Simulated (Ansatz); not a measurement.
**HfH (quartet): from Hartree-Fock to the top rungs at distance Hf1–H2 = 5.149 Å, def2-TZVP**

Aim: climb from Hartree-Fock through coupled cluster and multireference methods for HfH (quartet) at one geometry and basis, and see what each rung misses.

Method: def2-TZVP, core rule «outside noble gas», up to 4 orbitals frozen; program: Ansatz 0.2.0, Gaussian basis.

To be run: UHF; CCSD(T) on ROHF; CCSD(T) on UHF; CISD; CCSDT(Q) on ROHF; CCSDT(Q) on UHF; CASSCF and MRCISD+Q, 5 electrons in 5 orbitals; CASSCF and NEVPT2, 5 electrons in 5 orbitals; Full CI.

33 further runs of the same task are left out: 22 for a known fault of the program, 8 that didn't finish, 3 set aside as unsound or not needed.

**1. The system**

The geometry derives from a PBE0/def2-TZVP stationary point (not a proven minimum). One bond is set to the value named and the two fragments are kept rigid. No spin-orbit coupling is included. Elements past krypton take def2 core potentials.

2 atoms, charge 0, spin multiplicity 4.

Atoms are counted from 1 here; the program's logs count them from 0.

No contacts short enough for the rule that draws bonds.

**2. UHF**

Contents of in.yaml:

```yaml
crystal:
  periodic: [false, false, false]
  atoms:
    - {symbol: Hf, position_ang: [0.000000, 0.000000, 0.000000]}
    - {symbol: H, position_ang: [0.000000, 0.000000, 5.149000]}
basis:
  gaussian: {orbitals: def2-TZVP}
magnetization: {spin_polarized: true, initial_magnetization: 3}
hamiltonian: {xc: hf}
output: {orbitals: {seedname: orbitals}}
```

On the command line:

```console
> ansatz run in.yaml --threads 1 --pin off --events-out ev --progress --plain --max-ram 2393MiB
```

After this run come: CCSD(T) on ROHF; CCSD(T) on UHF; CISD; CCSDT(Q) on ROHF; CCSDT(Q) on UHF; CASSCF and MRCISD+Q, 5 electrons in 5 orbitals; CASSCF and NEVPT2, 5 electrons in 5 orbitals; Full CI.

**Question.** What will the summary of the whole plan be? Wanted: FCI below the RHF energy; RMP2 from FCI; UMP2 from FCI; RCCSD from FCI; RCCSD(T) from FCI; UCCSD(T) from FCI; RCCSDT(Q) from FCI; UCCSDT(Q) from FCI; NEVPT2 pair from FCI.

As calculated:

```
                         quantity                                                        value
         FCI below the RHF energy                                                   -1.6680 eV
                    RMP2 from FCI                                                   +485.1 meV
                    UMP2 from FCI                                                   +421.5 meV
                   RCCSD from FCI                                                   +107.3 meV
                RCCSD(T) from FCI                                                    +36.6 meV
                UCCSD(T) from FCI                                                    -29.9 meV
               RCCSDT(Q) from FCI                                                     +0.2 meV
               UCCSDT(Q) from FCI                                                    -65.1 meV
             NEVPT2 pair from FCI                                                   +578.5 meV
           MRCISD+Q pair from FCI                                                    +18.2 meV
levels within 1 kcal/mol (43 meV)  UCCSD, RCCSD(T), UCCSD(T), RCCSDT, RCCSDT(Q), MRCISD+Q pair
                    T1 diagnostic                                                        0.018
   effectively unpaired electrons                                                         3.12
```

In words: RCCSD(T) lands +36.6 meV from the yardstick (2.2 % of the correlation energy). CCSD(T) misses by +36.6 meV on the restricted determinant and by -29.9 meV on the unrestricted one; the two need not hold the same state or core. UCCSD(T), UCCSDT, UCCSDT(Q) fall below full CI: unrestricted runs freeze a spin-polarised core, another one than full CI's, and coupled cluster isn't variational. One determinant dominates. Of the multireference levels listed MRCISD+Q pair comes nearest in total energy (+18.2 meV), which doesn't show that its space is the better one. These misses are within one basis, not against nature; the frozen cores of restricted and unrestricted runs differ, which can shift their rows.
